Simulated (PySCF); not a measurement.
# [Bi(OH)2]+: forces at shaken geometries

Aim: move all atoms of relaxed [Bi(OH)2]+ at random and read energies and forces. It is a constructed species; whether it can be made isn't addressed.

Computed with PySCF 2.14.0. Level: r2SCAN, Bi def2-SVP with ECP60, O def2-SVP, H def2-SVP; scalar-relativistic core potentials, no spin–orbit coupling.

3 further runs of the same task are left out: 2 for a known fault of the program, 1 set aside as unsound or not needed.

## Step 1: The system as given

5 atoms, charge 1, spin multiplicity 1.

Bond lengths: Bi1–O2 2.028 Å, Bi1–O4 2.028 Å, O2–H3 0.976 Å, O4–H5 0.976 Å. Angles: O2–Bi1–O4 87.8°, Bi1–O2–H3 118.2°, Bi1–O4–H5 118.2°.

Coordinates:

```xyz
5

Bi    0.0000    0.0000   -0.4943
O     1.4057   -0.0325    0.9667
H     2.3447   -0.0589    0.7025
O    -1.4057    0.0325    0.9667
H    -2.3447    0.0589    0.7025
```

Formal oxidation states: Bi +3. An earlier session relaxed this geometry at r2SCAN, Bi def2-SVP with ECP60, O def2-SVP, H def2-SVP (singlet, point group C2v).

Its energy there is -365.913730 Eh.

## Step 2: Atoms moved at random, σ = 0.06 Å

run.py (the lines that set the calculation) reads:

```python
mol = gto.M(atom='''
Bi    -0.05288     0.00398    -0.48748
O      1.39456    -0.03937     0.89940
H      2.35789    -0.07503     0.75137
O     -1.44484    -0.02786     1.00493
H     -2.25472     0.13827     0.67598''',
    basis={'Bi': 'def2-SVP', 'O': 'def2-SVP', 'H': 'def2-SVP'},
    ecp={'Bi': 'def2-SVP'},
    charge=1, spin=0)
mf = dft.RKS(mol, xc='R2SCAN')
mf.grids.atom_grid = (50, 194)
mf = mf.density_fit()  # fitting sets: Bi def2-universal-JKFIT, O def2-universal-JKFIT, H def2-universal-JKFIT
mf.conv_tol = 1e-08; mf.max_cycle = 55
mf.kernel(dm0)  # dm0: the density of the relaxed state
```

On the command line:

```console
> OMP_NUM_THREADS=2 python run.py
```

## Step 3: Atoms moved at random, σ = 0.1 Å

run.py (the lines that set the calculation) reads:

```python
mol = gto.M(atom='''
Bi     0.09633    -0.05641    -0.47131
O      1.29949    -0.04703     0.95402
H      2.39447     0.03091     0.75391
O     -1.51479    -0.03447     0.89171
H     -2.27550     0.10699     0.71587''',
    basis={'Bi': 'def2-SVP', 'O': 'def2-SVP', 'H': 'def2-SVP'},
    ecp={'Bi': 'def2-SVP'},
    charge=1, spin=0)
mf = dft.RKS(mol, xc='R2SCAN')
mf.grids.atom_grid = (50, 194)
mf = mf.density_fit()  # fitting sets: Bi def2-universal-JKFIT, O def2-universal-JKFIT, H def2-universal-JKFIT
mf.conv_tol = 1e-08; mf.max_cycle = 55
mf.kernel(dm0)  # dm0: the density of the relaxed state
```

## Step 4: Atoms moved at random, σ = 0.06 Å

run.py (the lines that set the calculation) reads:

```python
mol = gto.M(atom='''
Bi     0.05326     0.07954    -0.48581
O      1.35152    -0.04288     0.95848
H      2.35911    -0.06289     0.75335
O     -1.46944    -0.01336     0.95831
H     -2.29445     0.03959     0.65988''',
    basis={'Bi': 'def2-SVP', 'O': 'def2-SVP', 'H': 'def2-SVP'},
    ecp={'Bi': 'def2-SVP'},
    charge=1, spin=0)
mf = dft.RKS(mol, xc='R2SCAN')
mf.grids.atom_grid = (50, 194)
mf = mf.density_fit()  # fitting sets: Bi def2-universal-JKFIT, O def2-universal-JKFIT, H def2-universal-JKFIT
mf.conv_tol = 1e-08; mf.max_cycle = 55
mf.kernel(dm0)  # dm0: the density of the relaxed state
```

Q: Predict the outcome of this session. Wanted: for each run, σ; energy rise; harmonic estimate −½ F·u; largest force component.

As calculated:

| σ (Å) | energy rise (eV) | harmonic estimate −½ F·u (eV) | largest force component (eV/Å) |
| --- | --- | --- | --- |
| 0.06 | 0.278 | 0.250 | 5.43 |
| 0.1 | 2.151 | 2.372 | 18.27 |
| 0.06 | 0.492 | 0.518 | 7.37 |

Every displacement raises the energy. For a harmonic well the rise equals −½ F·u; the two differ by at most 10 % here (a move with σ = 0.1 Å), from anharmonicity, the grid and the small forces left at the relaxed point. These are double-zeta-type bases without diffuse functions. Spin–orbit coupling is left out.
